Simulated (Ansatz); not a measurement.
# Cs2B5: the cost of one run

Method: DFT PBE, scalar-relativistic, plane waves, PAW, in Ansatz 0.2.0.

### 1 The starting structure

The structure is trigonal, space group R-3m (No. 166). The conventional cell has a = 5.476 Å, b = 5.476 Å, c = 15.471 Å, α = 90.00°, β = 90.00°, γ = 120.00°. Around Cs (site symmetry -3m) lie 8 B at 3.02 to 3.39 Å. Cs (site symmetry -3m) is surrounded by 6 B at 2.74 Å. B (site symmetry 3m) has 3 B at 1.78 Å as nearest neighbours. Around B (site symmetry 2/m) lie 2 B at 1.78 Å.

Structure file:

```
CELL_PARAMETERS angstrom
2.73804 1.58081 5.15704
-2.73804 1.58081 5.15704
0.00000 -3.16162 5.15704
ATOMIC_POSITIONS crystal
Cs 0.50000 0.50000 0.50000
Cs 0.00000 0.00000 0.00000
B 0.71885 0.71885 0.71885
B 0.28115 0.28115 0.28115
B 0.50000 0.50000 0.00000
B 0.00000 0.50000 0.50000
B 0.50000 0.00000 0.50000
```

Recipe of the guess: random cell by space group and Wyckoff sites (R-3m, No. 166). Lengths come from tabulated atomic sizes and are only a guess.

### 2 A first look at the guess

input.yaml reads:

```yaml
crystal:
  lattice:
    - [2.73804294, 1.58080983, 5.15703562]
    - [-2.73804294, 1.58080983, 5.15703562]
    - [0.0, -3.16161966, 5.15703562]
  atoms:
    - { symbol: Cs, position: [0.5, 0.5, 0.5] }
    - { symbol: Cs, position: [0.0, 0.0, 0.0] }
    - { symbol: B, position: [0.71885099, 0.71885099, 0.71885099] }
    - { symbol: B, position: [0.28114901, 0.28114901, 0.28114901] }
    - { symbol: B, position: [0.5, 0.5, 0.0] }
    - { symbol: B, position: [0.0, 0.5, 0.5] }
    - { symbol: B, position: [0.5, 0.0, 0.5] }
basis:
  ecutwfc: 420
kpoints:
  mp_grid: { grid: [6, 6, 6] }
hamiltonian:
  xc: pbe
scf:
  occupations: { method: gaussian, width: 0.1 }
  lower_state_search: "off"
output:
  forces: true
  stress: true
  eigenvalues: true
```

On the command line:

```console
ansatz run input.yaml --threads 1 --pin off --max-ram 2560MiB --backend cpu --events-out ev --progress --plain --runs-dir out
```

What time and memory should one allow on 1 thread of Arm Neoverse V2, shared host?

About 4.7 s, with a peak of 0.42 GiB.
